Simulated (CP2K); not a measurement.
# NbTe (Pm-3m) in CP2K: notebook

The runs below take NbTe through single point, equation of state, with LDA.

All numbers are computed with CP2K 2026.2; they aren't measurements. Logs are shortened: lines on timing, memory, paths and dates and some standing lists are left out, and cuts for length are marked.

## Step 1: The crystal as given

It takes space group Pm-3m (No. 221, cubic). Conventional cell: a = 3.426 Å, b = 3.426 Å, c = 3.426 Å, α = 90.00°, β = 90.00°, γ = 90.00°. Around Nb (site symmetry m-3m) lie 8 Te at 2.97 Å. Te (site symmetry m-3m) has 8 Nb at 2.97 Å as nearest neighbours.

The cell was built by a generator and needn't be a form met in nature.

## Step 2: Single point, LDA, 20.10 Å³/atom

File nbte_eos.inp:

```
&GLOBAL
  PROJECT nbte_eos
  RUN_TYPE ENERGY_FORCE
  PRINT_LEVEL LOW
&END GLOBAL
&FORCE_EVAL
  METHOD QS
  STRESS_TENSOR ANALYTICAL
  &DFT
    BASIS_SET_FILE_NAME BASIS_MOLOPT_UZH
    POTENTIAL_FILE_NAME GTH_POTENTIALS
    &MGRID
      CUTOFF 450
      REL_CUTOFF 60
      NGRIDS 5
    &END MGRID
    &QS
      METHOD GPW
      EPS_DEFAULT 1.0E-9
    &END QS
    &KPOINTS
      SCHEME MONKHORST-PACK 8 8 8
      GAMMA_CENTERED T
      SYMMETRY T
      SYMMETRY_BACKEND SPGLIB
    &END KPOINTS
    &SCF
      SCF_GUESS ATOMIC
      EPS_SCF 1.0E-6
      MAX_SCF 100
      ADDED_MOS 13
      CHOLESKY OFF
      EPS_EIGVAL 1.0E-7
      &DIAGONALIZATION ON
        ALGORITHM STANDARD
      &END DIAGONALIZATION
      &MIXING ON
        METHOD BROYDEN_MIXING
        ALPHA 0.4
        BETA 1.5
        NBUFFER 8
      &END MIXING
      &SMEAR ON
        METHOD FERMI_DIRAC
        ELECTRONIC_TEMPERATURE 300.56
      &END SMEAR
    &END SCF
    &XC
      &XC_FUNCTIONAL
        &LDA_X
        &END LDA_X
        &LDA_C_PW
        &END LDA_C_PW
      &END XC_FUNCTIONAL
    &END XC
    &PRINT
      &KPOINTS ON
      &END KPOINTS
      &MULLIKEN ON
      &END MULLIKEN
      &MO ON
        ENERGIES T
        OCCUPATION_NUMBERS T
        &EACH
          QS_SCF 0
        &END EACH
        ADD_LAST NUMERIC
      &END MO
    &END PRINT
  &END DFT
  &SUBSYS
    &CELL
      ABC 3.4257000000 3.4257000000 3.4257000000
      ALPHA_BETA_GAMMA 90.0000000000 90.0000000000 90.0000000000
      PERIODIC XYZ
    &END CELL
    &COORD
      Nb  1.7128500000 1.7128500000 1.7128500000
      Te  0.0000000000 0.0000000000 0.0000000000
    &END COORD
    &KIND Nb
      BASIS_SET TZVP-MOLOPT-PBE-GTH-q13
      POTENTIAL GTH-PADE-q13
    &END KIND
    &KIND Te
      BASIS_SET TZVP-MOLOPT-PBE-GTH-q6
      POTENTIAL GTH-PADE-q6
    &END KIND
    &PRINT
      &ATOMIC_COORDINATES ON
      &END ATOMIC_COORDINATES
      &CELL ON
      &END CELL
      &SYMMETRY ON
      &END SYMMETRY
    &END PRINT
  &END SUBSYS
  &PRINT
    &FORCES ON
    &END FORCES
    &STRESS_TENSOR ON
    &END STRESS_TENSOR
  &END PRINT
&END FORCE_EVAL
```

Potentials or basis: GTH_POTENTIALS Nb GTH-PADE-q13, Te GTH-PADE-q6; TZVP-MOLOPT-PBE-GTH basis.

Run with:

```console
> OMP_NUM_THREADS=1 cp2k.psmp -i nbte_eos.inp -o nbte_eos.out
```

nbte_eos.out:

```text

 CP2K| version string:                                       CP2K version 2026.2
 CP2K| Input file name                                              nbte_eos.inp

 GLOBAL| Force Environment number                                              1
 GLOBAL| Basis set file name                                    BASIS_MOLOPT_UZH
 GLOBAL| Potential file name                                      GTH_POTENTIALS
 GLOBAL| MM Potential file name                                     MM_POTENTIAL
 GLOBAL| Coordinate file name                                      __STD_INPUT__
 GLOBAL| Method name                                                        CP2K
 GLOBAL| Project name                                                   nbte_eos
 GLOBAL| Run type                                                   ENERGY_FORCE
 GLOBAL| FFT library                                                       FFTW3
[... 8 lines left out ...]
 GLOBAL| CPU model name                                                  UNKNOWN

 CELL| Volume [angstrom^3]:                                            40.202030
 CELL| Vector a [angstrom]:       3.426     0.000     0.000   |a| =     3.425700
 CELL| Vector b [angstrom]:       0.000     3.426     0.000   |b| =     3.425700
 CELL| Vector c [angstrom]:       0.000     0.000     3.426   |c| =     3.425700
 CELL| Angle (b,c), alpha [degree]:                                    90.000000
 CELL| Angle (a,c), beta  [degree]:                                    90.000000
 CELL| Angle (a,b), gamma [degree]:                                    90.000000
 CELL| Numerically orthorhombic:                                             YES
 CELL| Periodicity                                                           XYZ

 CELL_REF| Volume [angstrom^3]:                                        40.202030
 CELL_REF| Vector a [angstrom     3.426     0.000     0.000   |a| =     3.425700
 CELL_REF| Vector b [angstrom     0.000     3.426     0.000   |b| =     3.425700
 CELL_REF| Vector c [angstrom     0.000     0.000     3.426   |c| =     3.425700
 CELL_REF| Angle (b,c), alpha [degree]:                                90.000000
 CELL_REF| Angle (a,c), beta  [degree]:                                90.000000
 CELL_REF| Angle (a,b), gamma [degree]:                                90.000000
 CELL_REF| Numerically orthorhombic:                                         YES
 CELL_REF| Periodicity                                                       XYZ

[... 8 lines left out ...]
 TOTAL NUMBERS AND MAXIMUM NUMBERS

  Total number of            - Atomic kinds:                                   2
                             - Atoms:                                          2
                             - Shell sets:                                     2
                             - Shells:                                        18
                             - Primitive Cartesian functions:                 10
                             - Cartesian basis functions:                     59
                             - Spherical basis functions:                     52

  Maximum angular momentum of- Orbital basis functions:                        3
[... 101 lines left out ...]
  ------------------------------------------------------------------------------
     1 NoMix/Diag. 0.40E+00    2.3     1.71707644       -65.7073397773 -6.57E+01
     2 Broy./Diag. 0.40E+00    1.7     0.08508663       -66.5402252490 -8.33E-01
     3 Broy./Diag. 0.40E+00    1.7     0.11144376       -65.9357899060  6.04E-01
     4 Broy./Diag. 0.40E+00    1.7     0.02523524       -65.4319747553  5.04E-01
     5 Broy./Diag. 0.40E+00    1.7     0.01030781       -65.4590065201 -2.70E-02
     6 Broy./Diag. 0.40E+00    1.7     0.00330714       -65.3804135164  7.86E-02
     7 Broy./Diag. 0.40E+00    1.7     0.00088355       -65.3773650197  3.05E-03
     8 Broy./Diag. 0.40E+00    1.7     0.00020753       -65.3721406260  5.22E-03
     9 Broy./Diag. 0.40E+00    1.7     0.00005120       -65.3730703274 -9.30E-04
    10 Broy./Diag. 0.40E+00    1.7     0.00002072       -65.3729264189  1.44E-04
    11 Broy./Diag. 0.40E+00    1.7     0.00000328       -65.3729583434 -3.19E-05
    12 Broy./Diag. 0.40E+00    1.7     0.00000080       -65.3729407603  1.76E-05

  *** SCF run converged in    12 steps ***

  Electronic density on regular grids:        -18.9999999991        0.0000000009
  Core density on regular grids:               18.9999999766       -0.0000000234
  Total charge density on r-space grids:       -0.0000000225
  Total charge density g-space grids:          -0.0000000225

  Overlap energy of the core charge distribution:               0.00000000000300
  Self energy of the core charge distribution:               -121.30076046276761
  Core Hamiltonian energy:                                     27.72669839468615
  Hartree energy:                                              36.91584944176910
  Exchange-correlation energy:                                 -8.71458047367781
  Electronic entropic energy:                                  -0.00014766040463
  Fermi energy:                                                 0.44048411117994

  Total energy:                                               -65.37294076029565
  Total energy (extrapolated to T->0):                        -65.37286693009334

 MO| EIGENVALUES AND OCCUPATION NUMBERS FOR K POINT 1
 MO|
 MO|  Index      Eigenvalue [a.u.]        Eigenvalue [eV]             Occupation
 MO|      1              -1.567304             -42.648513               2.000000
 MO|      2              -0.703960             -19.155722               2.000000
 MO|      3              -0.703728             -19.149424               2.000000
 MO|      4              -0.703728             -19.149424               2.000000
 MO|      5               0.018396               0.500590               2.000000
 MO|      6               0.218100               5.934800               2.000000
[... 392 lines left out ...]
 MO|     22               1.176856              32.023881               0.000000
 MO|     23               1.267740              34.496951               0.000000
 MO| Sum:                                                              19.999763
 MO| E(Fermi):            0.440484 a.u.         11.986182 eV

 [... the levels of further k-points ...]

 !-----------------------------------------------------------------------------!
                     Mulliken Population Analysis

 #  Atom  Element  Kind  Atomic population                           Net charge
       1     Nb       1         13.359774                             -0.359774
       2     Te       2          5.640226                              0.359774
 # Total charge                             19.000000                  0.000000

 !-----------------------------------------------------------------------------!

 ENERGY| Total FORCE_EVAL ( QS ) energy [hartree]            -65.372940261984866

 FORCES| Atomic forces [hartree/bohr]
 FORCES|   Atom     x               y               z               |f|
 FORCES|      1 -9.16855943E-12 -9.20538347E-12 -9.10312619E-12   1.58640623E-11
 FORCES|      2  7.56255350E-13  7.65793025E-13  7.05123227E-13   1.28668562E-12
 FORCES| Sum    -8.41230408E-12 -8.43959044E-12 -8.39800296E-12
 FORCES| Total atomic force                                       1.45780657E-11

 STRESS| Analytical stress tensor [bar]
 STRESS|                        x                   y                   z
 STRESS|      x       -6.30471468728E+04   4.40781666610E-05   1.34769302302E-04
 STRESS|      y        4.40781666610E-05  -6.30471407211E+04  -4.66409285301E-05
 STRESS|      z        1.34769302302E-04  -4.66409285301E-05  -6.30490514369E+04
 STRESS| 1/3 Trace                                            -6.30477796769E+04
 STRESS| Determinant                                          -2.50616344114E+14

 STRESS| Eigenvectors and eigenvalues of the analytical stress tensor [bar]
 STRESS|                        1                   2                   3
 STRESS| Eigenvalues  -6.30490514370E+04  -6.30471468731E+04  -6.30471407208E+04
 STRESS|      x          -0.000070761794      0.999974330576      0.007164717805
 STRESS|      y           0.000024411818     -0.007164716093      0.999974332794
 STRESS|      z           0.999999997198      0.000070934881     -0.000023904203
```

Wall time 27 s (1 thread of Arm Neoverse V1, shared host); peak memory 0.26 GiB.

Results:

- Free energy: -1778.8882 eV
- Pressure: -6.3 GPa
- Band gap on the k mesh: none (metal or under the smearing width)
- Mulliken charges: Nb -0.36; Te +0.36 e

Caveat: Mulliken charges move with the basis; the basis of atomic orbitals isn't converged, which shifts pressures, moduli and gaps.

## Step 3: Single point, LDA, 19.70 Å³/atom (volume scaled by 0.98)

Edit nbte_eos.inp of step 2 so:

```diff
@@ -11,2 +11,3 @@
     POTENTIAL_FILE_NAME GTH_POTENTIALS
+    WFN_RESTART_FILE_NAME previous-RESTART.kp
     &MGRID
@@ -27,3 +28,3 @@
     &SCF
-      SCF_GUESS ATOMIC
+      SCF_GUESS RESTART
       EPS_SCF 1.0E-6
@@ -72,3 +73,3 @@
     &CELL
-      ABC 3.4257000000 3.4257000000 3.4257000000
+      ABC 3.4027080321 3.4027080321 3.4027080321
       ALPHA_BETA_GAMMA 90.0000000000 90.0000000000 90.0000000000
@@ -77,3 +78,3 @@
     &COORD
-      Nb  1.7128500000 1.7128500000 1.7128500000
+      Nb  1.7013540161 1.7013540161 1.7013540161
       Te  0.0000000000 0.0000000000 0.0000000000
```

Potentials or basis: GTH_POTENTIALS Nb GTH-PADE-q13, Te GTH-PADE-q6; TZVP-MOLOPT-PBE-GTH basis.

Run with:

```console
> OMP_NUM_THREADS=1 cp2k.psmp -i nbte_eos.inp -o nbte_eos.out
```

It took 22 s on 1 thread of Arm Neoverse V1, shared host; peak memory 0.26 GiB.

The run converged. Its results:

| Property | Result |
| --- | --- |
| Free energy | -1778.9132 eV |
| Pressure | -3.6 GPa |
| Band gap on the k mesh | none (metal or under the smearing width) |
| Mulliken charges | Nb -0.38; Te +0.38 e |

Caveat: Mulliken charges move with the basis; the basis of atomic orbitals isn't converged, which shifts pressures, moduli and gaps.

## Step 4: Single point, LDA, 20.50 Å³/atom (volume scaled by 1.02)

Edit nbte_eos.inp of step 3 so:

```diff
@@ -73,3 +73,3 @@
     &CELL
-      ABC 3.4027080321 3.4027080321 3.4027080321
+      ABC 3.4483874161 3.4483874161 3.4483874161
       ALPHA_BETA_GAMMA 90.0000000000 90.0000000000 90.0000000000
@@ -78,3 +78,3 @@
     &COORD
-      Nb  1.7013540161 1.7013540161 1.7013540161
+      Nb  1.7241937081 1.7241937081 1.7241937081
       Te  0.0000000000 0.0000000000 0.0000000000
```

Run with:

```console
> OMP_NUM_THREADS=1 cp2k.psmp -i nbte_eos.inp -o nbte_eos.out
```

Run time: 20 s. Hardware: 1 thread of Arm Neoverse V1, shared host; peak memory 0.26 GiB.

The run converged. Its results:

```
Free energy            : -1778.8504 eV
Pressure               : -8.7 GPa
Band gap on the k mesh : none (metal or under the smearing width)
Mulliken charges       : Nb -0.34; Te +0.34 e
```

Caveat: Mulliken charges move with the basis; the basis of atomic orbitals isn't converged, which shifts pressures, moduli and gaps.

## Step 5: Single point, LDA, 19.30 Å³/atom (volume scaled by 0.96)

Edit nbte_eos.inp of step 4 so:

```diff
@@ -73,3 +73,3 @@
     &CELL
-      ABC 3.4483874161 3.4483874161 3.4483874161
+      ABC 3.3794010812 3.3794010812 3.3794010812
       ALPHA_BETA_GAMMA 90.0000000000 90.0000000000 90.0000000000
@@ -78,3 +78,3 @@
     &COORD
-      Nb  1.7241937081 1.7241937081 1.7241937081
+      Nb  1.6897005406 1.6897005406 1.6897005406
       Te  0.0000000000 0.0000000000 0.0000000000
```

Run with:

```console
> OMP_NUM_THREADS=1 cp2k.psmp -i nbte_eos.inp -o nbte_eos.out
```

Wall time 37 s (1 thread of Arm Neoverse V1, shared host); peak memory 0.26 GiB.

It converged, with:

```yaml
Free_energy: -1778.9239 eV
Pressure: -0.6 GPa
Band_gap_on_the_k_mesh: none (metal or under the smearing width)
Mulliken_charges: Nb -0.41; Te +0.41 e
```

Caveat: Mulliken charges move with the basis; the basis of atomic orbitals isn't converged, which shifts pressures, moduli and gaps.

## Step 6: Single point, LDA, 20.91 Å³/atom (volume scaled by 1.04)

Edit nbte_eos.inp of step 5 so:

```diff
@@ -73,3 +73,3 @@
     &CELL
-      ABC 3.3794010812 3.3794010812 3.3794010812
+      ABC 3.4707801697 3.4707801697 3.4707801697
       ALPHA_BETA_GAMMA 90.0000000000 90.0000000000 90.0000000000
@@ -78,3 +78,3 @@
     &COORD
-      Nb  1.6897005406 1.6897005406 1.6897005406
+      Nb  1.7353900848 1.7353900848 1.7353900848
       Te  0.0000000000 0.0000000000 0.0000000000
```

Potentials or basis: GTH_POTENTIALS Nb GTH-PADE-q13, Te GTH-PADE-q6; TZVP-MOLOPT-PBE-GTH basis.

Run with:

```console
> OMP_NUM_THREADS=1 cp2k.psmp -i nbte_eos.inp -o nbte_eos.out
```

It took 35 s on 1 thread of Arm Neoverse V1, shared host; peak memory 0.26 GiB.

The run converged. Its results:

* Free energy: -1778.8013 eV
* Pressure: -10.8 GPa
* Band gap on the k mesh: none (metal or under the smearing width)
* Mulliken charges: Nb -0.31; Te +0.31 e

Caveat: Mulliken charges move with the basis; the basis of atomic orbitals isn't converged, which shifts pressures, moduli and gaps.

## Step 7: Single point, LDA, 18.89 Å³/atom (volume scaled by 0.94)

Edit nbte_eos.inp of step 6 so:

```diff
@@ -73,3 +73,3 @@
     &CELL
-      ABC 3.4707801697 3.4707801697 3.4707801697
+      ABC 3.3557681326 3.3557681326 3.3557681326
       ALPHA_BETA_GAMMA 90.0000000000 90.0000000000 90.0000000000
@@ -78,3 +78,3 @@
     &COORD
-      Nb  1.7353900848 1.7353900848 1.7353900848
+      Nb  1.6778840663 1.6778840663 1.6778840663
       Te  0.0000000000 0.0000000000 0.0000000000
```

Run with:

```console
> OMP_NUM_THREADS=1 cp2k.psmp -i nbte_eos.inp -o nbte_eos.out
```

Run time: 26 s. Hardware: 1 thread of Arm Neoverse V1, shared host; peak memory 0.27 GiB.

The run converged. Its results:

* Free energy: -1778.9185 eV
* Pressure: 2.8 GPa
* Band gap on the k mesh: none (metal or under the smearing width)
* Mulliken charges: Nb -0.44; Te +0.44 e

Caveat: Mulliken charges move with the basis; the basis of atomic orbitals isn't converged, which shifts pressures, moduli and gaps.

## Step 8: Single point, LDA, 21.31 Å³/atom (volume scaled by 1.06)

Edit nbte_eos.inp of step 7 so:

```diff
@@ -73,3 +73,3 @@
     &CELL
-      ABC 3.3557681326 3.3557681326 3.3557681326
+      ABC 3.4928876458 3.4928876458 3.4928876458
       ALPHA_BETA_GAMMA 90.0000000000 90.0000000000 90.0000000000
@@ -78,3 +78,3 @@
     &COORD
-      Nb  1.6778840663 1.6778840663 1.6778840663
+      Nb  1.7464438229 1.7464438229 1.7464438229
       Te  0.0000000000 0.0000000000 0.0000000000
```

Run with:

```console
> OMP_NUM_THREADS=1 cp2k.psmp -i nbte_eos.inp -o nbte_eos.out
```

Run time: 22 s. Hardware: 1 thread of Arm Neoverse V1, shared host; peak memory 0.26 GiB.

It converged, with:

| Item | Value |
| --- | --- |
| Free energy | -1778.7423 eV |
| Pressure | -12.7 GPa |
| Band gap on the k mesh | none (metal or under the smearing width) |
| Mulliken charges | Nb -0.29; Te +0.29 e |

Caveat: Mulliken charges move with the basis; the basis of atomic orbitals isn't converged, which shifts pressures, moduli and gaps.

## Step 9: Equation of state, LDA

Potentials or basis: GTH_POTENTIALS Nb GTH-PADE-q13, Te GTH-PADE-q6; TZVP-MOLOPT-PBE-GTH basis.

No new run: the results of the series are fitted here.

Results:

```
Equilibrium volume                      : 19.22 Å³/atom
Bulk modulus                            : 157 GPa
Pressure derivative of the bulk modulus : 4.7
```

Energy against volume, from the lowest point:
```csv
volume (Å³/atom),energy (meV/atom)
18.895,2.71
19.297,0.00
19.699,5.35
20.101,17.87
20.503,36.74
20.905,61.28
21.307,90.80
```

Caveat: the basis of atomic orbitals isn't converged, which shifts pressures, moduli and gaps.

## Step 10: For comparison

An earlier run on the cell as given: functional PBE; potentials or basis POTENTIAL_UZH Nb GTH-PBE-q13, Te GTH-PBE-q6; TZVP-MOLOPT-PBE-GTH basis; density cutoff 6123 eV; k mesh 8 × 8 × 8; occupations fermi-dirac, width 0.05 eV; no spin polarisation.

* Pressure: 2.6 GPa
* Band gap on the k mesh: none (metal or under the smearing width)
* Mulliken charges: Nb +0.05; Te -0.05 e
* Hirshfeld charges: Nb +0.09; Te -0.09 e
